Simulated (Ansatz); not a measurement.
NbSi, 2 atoms in the cell. The structure is cubic, space group Fm-3m (No. 225). The conventional cell has a = 5.148 Å, b = 5.148 Å, c = 5.148 Å, α = 90.00°, β = 90.00°, γ = 90.00°. Nb (site symmetry m-3m) is surrounded by 6 Si at 2.57 Å. Si (site symmetry m-3m) is surrounded by 6 Nb at 2.57 Å. The cell was built by a generator and needn't be a form met in nature.

| Quantity | Value |
| --- | --- |
| Program | Ansatz 0.2.0 |
| Task | relaxation of cell and atoms |
| Functional | PBEsol |
| Potentials or basis | Ansatz PAW |
| Cutoff | 420 eV (not typed: the program's choice for these potentials) |
| k mesh | 9 × 9 × 9 |
| Occupations | fermi-dirac, width 0.05 eV |
| Spin | no spin polarisation |
| Target pressure | 10 GPa |
| Target pressure (GPa) | 10 |

Potentials or basis: Ansatz PAW.

Command:

```bash
$ ansatz run input.yaml --threads 2 --pin off --max-ram 5632MiB --backend cpu --events-out ev --progress --plain --runs-dir out
```

Hardware: 2 threads of Intel(R) Xeon(R) 6975P-C (Granite Rapids) (shared host).

Question: How long does it take, and how much memory?

Answer: It took 2.2 s on 2 threads of Intel(R) Xeon(R) 6975P-C (Granite Rapids) (shared host), peak memory 0.34 GiB. Counts: scf iterations 37, plane waves 609, k points 35, bands 13, ion steps 6.
